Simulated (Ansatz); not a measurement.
# Zn3O3− (doublet): energies up the ladder

The task, for Zn3O3− (doublet): energies up the ladder. Charge -1. Spin multiplicity 2.

Method: the levels named in each step, in Ansatz 0.2.0.

## 1. The structure to begin with

Bond lengths: O1–Zn2 1.785 Å, Zn2–O3 1.785 Å, O3–Zn4 1.785 Å, Zn4–O5 1.785 Å, O1–Zn6 1.785 Å, O5–Zn6 1.785 Å. Angles: O1–Zn2–O3 137.4°, Zn2–O1–Zn6 102.6°, Zn2–O3–Zn4 102.6°, O3–Zn4–O5 137.4°, Zn4–O5–Zn6 102.6°, O1–Zn6–O5 137.4°.

Coordinates:

```xyz
6

O     1.8995    0.2805    0.0062
Zn    0.5925    1.4937   -0.0664
O    -1.1921    1.5028   -0.0858
Zn   -1.5910   -0.2350   -0.0052
O    -0.7074   -1.7833    0.0792
Zn    0.9985   -1.2587    0.0718
```

## 2. A rough first relaxation, PBE-D4/def2-SVPD

The input, input.yaml:

```yaml
crystal:
  periodic: [false, false, false]
  atoms:
    - { symbol: O, position_ang: [1.89949, 0.28054, 0.00616] }
    - { symbol: Zn, position_ang: [0.59246, 1.49366, -0.06645] }
    - { symbol: O, position_ang: [-1.19213, 1.50275, -0.08583] }
    - { symbol: Zn, position_ang: [-1.59098, -0.23498, -0.00524] }
    - { symbol: O, position_ang: [-0.70735, -1.78331, 0.07923] }
    - { symbol: Zn, position_ang: [0.99851, -1.25868, 0.0718] }
magnetization:
  spin_polarized: true
  initial_magnetization: 1
total_charge: -1
basis:
  gaussian: { orbitals: def2-SVPD }
hamiltonian:
  xc: pbe
  dispersion: d4
relax:
  f_tol: 0.03
  max_steps: 200
```

Launch:

```console
> ansatz run input.yaml --threads 8 --pin off --max-ram 22528MiB --backend cpu --events-out ev --progress --plain --runs-dir out
```

The runs that follow: Relaxation, PBE0-D4/def2-TZVPPD; Frequencies, PBE0-D4/def2-TZVPPD; Single point, PBE-D4/def2-TZVPPD; Single point, r2SCAN-D4/def2-TZVPPD; Single point, B3LYP-D4/def2-TZVPPD; Single point, wB97M-V/def2-TZVPPD; Single point, B2PLYP/def2-TZVPPD; Single point, LDA/def2-TZVPPD; Single point, PBE0-D4/def2-SVPD; Single point, PBE-D4/def2-SVPD; The cation of multiplicity 1 at the same geometry, PBE0-D4/def2-TZVPPD; The cation of multiplicity 1 at the same geometry, PBE-D4/def2-TZVPPD; The cation of multiplicity 1 at the same geometry, r2SCAN-D4/def2-TZVPPD; The cation of multiplicity 1 at the same geometry, B3LYP-D4/def2-TZVPPD; The cation of multiplicity 1 at the same geometry, wB97M-V/def2-TZVPPD; The cation of multiplicity 1 at the same geometry, B2PLYP/def2-TZVPPD.

**Question.** What will these runs give? Wanted: O1–Zn2 at PBE0-D4/def2-TZVPPD; O1–Zn6 at PBE0-D4/def2-TZVPPD; Zn2–O3 at PBE0-D4/def2-TZVPPD; frequencies at PBE0-D4/def2-TZVPPD; vertical ionisation energy, B2PLYP/def2-TZVPPD.

**Answer**, as computed:

| quantity | value |
| --- | --- |
| O1–Zn2 at PBE0-D4/def2-TZVPPD | 1.834 Å |
| O1–Zn6 at PBE0-D4/def2-TZVPPD | 1.834 Å |
| Zn2–O3 at PBE0-D4/def2-TZVPPD | 1.834 Å |
| frequencies at PBE0-D4/def2-TZVPPD | 32 to 602 cm⁻¹ |
| vertical ionisation energy, B2PLYP/def2-TZVPPD | 1.329 eV |

What this shows: No mode is imaginary, so the geometry is a minimum. For the vertical ionisation energy, B3LYP-D4/def2-TZVPPD comes nearest to B2PLYP/def2-TZVPPD (+0.22 eV) and wB97M-V/def2-TZVPPD is farthest (-0.36 eV).
